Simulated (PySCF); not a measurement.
# Ways to converge the SCF of GaAs (triplet)

Do solver options change the result for GaAs (triplet), or only the number of cycles?

Program: PySCF 2.14.0. Level of theory: each script names its method and basis. These are calculated values, not measurements.

5 further runs of the same task are left out: 5 that didn't finish.

## Step 1: Starting geometry

GaAs (triplet): 2 atoms, charge 0, spin multiplicity 3.

Bond lengths: Ga1–As2 2.737 Å.

## Step 2: Base script

input.py reads:

```python
from pyscf import gto, scf

mol = gto.M(
    atom='Ga 0 0 0; As 0 0 2.737',
    basis='6-31g',
    charge=0,
    spin=2,
    verbose=4,
)
mf = scf.UHF(mol)
mf = mf.density_fit(auxbasis='def2-universal-jkfit')
mf.kernel()
mf.analyze()
print('orbital energies (hartree):', [e[max(0, n-3):n+3].round(4) for e, n in zip(mf.mo_energy, mol.nelec)])
```

Launch:

```console
$ OMP_NUM_THREADS=1 python input.py
```

The log of this run is left out.

In short: E(SCF) = -4156.751257 Eh, ⟨S²⟩ = 2.596, μ = 1.26 D.

⟨S²⟩ = 2.60 against 2.00 for a pure state: the determinant is spin-contaminated. The bond length is a typed value, not an optimised one. The triplet is typed in the script; nothing here shows that it is the ground state.

## Step 3: Initial guess hcore

Run 1 changes initial guess: minao → hcore.

input.py reads:

```python
from pyscf import gto, scf

mol = gto.M(
    atom='Ga 0 0 0; As 0 0 2.737',
    basis='6-31g',
    charge=0,
    spin=2,
    verbose=4,
)
mf = scf.UHF(mol)
mf = mf.density_fit(auxbasis='def2-universal-jkfit')
mf.init_guess = 'hcore'
mf.kernel()
mf.analyze()
print('orbital energies (hartree):', [e[max(0, n-3):n+3].round(4) for e, n in zip(mf.mo_energy, mol.nelec)])
```

Launch:

```console
$ OMP_NUM_THREADS=1 python input.py
```

## Step 4: Initial guess chk

Run 2 changes initial guess: minao → chk.

Edit input.py of step 2 so:

```diff
@@ -11,2 +11,3 @@
 mf = mf.density_fit(auxbasis='def2-universal-jkfit')
+mf.init_guess = 'chk'
 mf.kernel()
```

## Step 5: Convergence threshold 1e-05 hartree

Run 3 changes convergence threshold: default → 1e-05 hartree.

Edit input.py of step 2 so:

```diff
@@ -11,2 +11,3 @@
 mf = mf.density_fit(auxbasis='def2-universal-jkfit')
+mf.conv_tol = 1e-05
 mf.kernel()
```

## Step 6: DIIS space 20

Run 4 changes DIIS space: default → 20.

Edit input.py of step 2 so:

```diff
@@ -11,2 +11,3 @@
 mf = mf.density_fit(auxbasis='def2-universal-jkfit')
+mf.diis_space = 20
 mf.kernel()
```

Before running it: what results should come out? Wanted: for each run, E(SCF); from base; gap, α spin; SCF dipole.

As calculated:

```csv
run,E(SCF) (hartree),from base (eV),cycles,"gap, α spin (eV)",SCF dipole (D)
base,-4156.751257,0,23,9.74,1.26
initial guess hcore,-4156.771237,-0.5437,24,8.13,2.94
initial guess chk,-4156.751257,0.0000,23,9.74,1.26
convergence threshold 1e-05 hartree,-4156.751256,0.0000,19,9.74,1.25
DIIS space 20,-4156.751257,0.0000,22,9.74,1.26
```

Distance from each run's final energy (log10 hartree) by cycle:

```csv
run,cycle 1,cycle 2,cycle 3,cycle 5,cycle 8,cycle 12
base,-1.3,-1.8,-2.2,-2.4,-2.5,-3.0
initial guess hcore,2.1,2.2,2.6,2.2,2.2,0.5
initial guess chk,-1.3,-1.8,-2.2,-2.4,-2.5,-3.0
convergence threshold 1e-05 hartree,-1.3,-1.8,-2.2,-2.4,-2.5,-3.0
DIIS space 20,-1.3,-1.8,-2.2,-2.4,-2.5,-3.7
```

**Reading.** With initial guess chk or convergence threshold 1e-05 hartree or DIIS space 20 the SCF ends at the base energy. PySCF falls back to minao for a guess that it doesn't know or can't read, so that run repeats the base. With initial guess hcore the SCF ends in another solution, 0.54 eV lower: the path to self-consistency decides the state here. With initial guess chk, DIIS space 20 the path hardly changes: 22 to 23 cycles against 23.
